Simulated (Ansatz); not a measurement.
# C₂H₇AlOS: a ladder of functionals and wavefunction methods

One table from this session's results is given with a row withheld; the runs are named, their logs left out.

The runs use Ansatz 0.2.0, Gaussian basis; functionals in def2-TZVPP, the program's frozen cores in correlated methods.

Levels to be run: PBE-D4, r2SCAN-D4, PBE0-D4, B3LYP-D4, ωB97X-V, ωB97M-V, B2PLYP; CCSD(T)/def2-TZVPP; MP2/def2-QZVPP; extrapolation to the limit.

## The relaxed structure

All runs share one geometry, relaxed beforehand with PBE0-D4 in a triple-zeta def2 set.

12 atoms, charge 0, spin multiplicity 1.

Atoms are counted from 1 here; the program's logs count them from 0.

Bond lengths: C1–S2 1.809 Å, C1–H6 1.090 Å, C1–H7 1.091 Å, C1–H8 1.091 Å, S2–C3 1.732 Å, C3–O4 1.562 Å, C3–Al5 1.959 Å, C3–H9 1.088 Å, O4–Al5 1.947 Å, O4–H10 0.967 Å, Al5–H11 1.584 Å, Al5–H12 1.582 Å. Angles: S2–C1–H6 111.7°, S2–C1–H7 107.0°, S2–C1–H8 110.4°, H6–C1–H7 108.8°, H6–C1–H8 110.0°, H7–C1–H8 108.9°, C1–S2–C3 103.8°, S2–C3–O4 113.4°, S2–C3–Al5 123.7°, S2–C3–H9 113.8°, O4–C3–Al5 66.0°, O4–C3–H9 103.9°, Al5–C3–H9 120.8°, C3–O4–Al5 66.9°, C3–O4–H10 106.6°, Al5–O4–H10 114.3°, C3–Al5–O4 47.1°, C3–Al5–H11 116.9° and more.

Set-up of the first run:

in.yaml

```yaml
crystal:
  periodic: [false, false, false]
  atoms:
    - {symbol: C, position_ang: [-1.920874, -0.672368, 0.997772]}
    - {symbol: S, position_ang: [-1.257543, 0.364790, -0.327587]}
    - {symbol: C, position_ang: [0.407721, 0.567456, 0.101711]}
    - {symbol: O, position_ang: [1.304125, -0.645520, -0.303734]}
    - {symbol: Al, position_ang: [1.816817, 1.013001, -1.184492]}
    - {symbol: H, position_ang: [-1.430073, -1.644922, 1.032123]}
    - {symbol: H, position_ang: [-2.980791, -0.820197, 0.785786]}
    - {symbol: H, position_ang: [-1.819151, -0.169539, 1.960065]}
    - {symbol: H, position_ang: [0.576629, 0.671624, 1.171273]}
    - {symbol: H, position_ang: [0.752727, -1.228455, -0.842630]}
    - {symbol: H, position_ang: [1.432575, 0.945523, -2.720212]}
    - {symbol: H, position_ang: [3.194839, 1.563604, -0.636177]}
basis:
  gaussian: {orbitals: def2-TZVPP}
hamiltonian: {xc: pbe, dispersion: d4}
output: {forces: true, orbitals: {seedname: orbitals}}
```

Command:

```
$ ansatz run in.yaml --threads 4 --pin off --events-out ev --progress --plain --max-ram 10444MiB
```

Steps of the session up to this table: PBE-D4 (GGA); r2SCAN-D4 (meta-GGA); PBE0-D4 (hybrid); B3LYP-D4 (hybrid); ωB97X-V (range-separated); ωB97M-V (range-separated); B2PLYP (double hybrid); CCSD(T) in def2-TZVPP; MP2 in def2-QZVPP.

One table of the session follows, with a row left open; its other results are not shown here.

| method | atomisation energy (kJ/mol) |
| --- | --- |
| PBE-D4 | 4141.7 |
| r2SCAN-D4 | 4091.0 |
| PBE0-D4 | 4066.4 |
| B3LYP-D4 | ? |
| ωB97X-V | 4087.3 |
| ωB97M-V | 4090.1 |
| B2PLYP | 4012.3 |
| HF/def2-TZVPP | 2897.7 |
| MP2/def2-TZVPP | 4018.5 |
| CCSD/def2-TZVPP | 3896.8 |
| CCSD(T)/def2-TZVPP | 3962.5 |
| MP2/CBS | 4132.5 |
| CCSD(T)/CBS | 4076.5 |

Estimate the missing values for B3LYP-D4.

The run gave: atomisation energy (kJ/mol): 4058.4. In the column «atomisation energy (kJ/mol)» it lies between MP2/def2-TZVPP (4018.5) and PBE0-D4 (4066.4).

Limits of these values: Free atoms (2 C, 1 S, 1 O, 1 Al, 7 H) were run apart at each level; the atomisation energy is their sum less the molecule, without zero-point or spin-orbit terms.
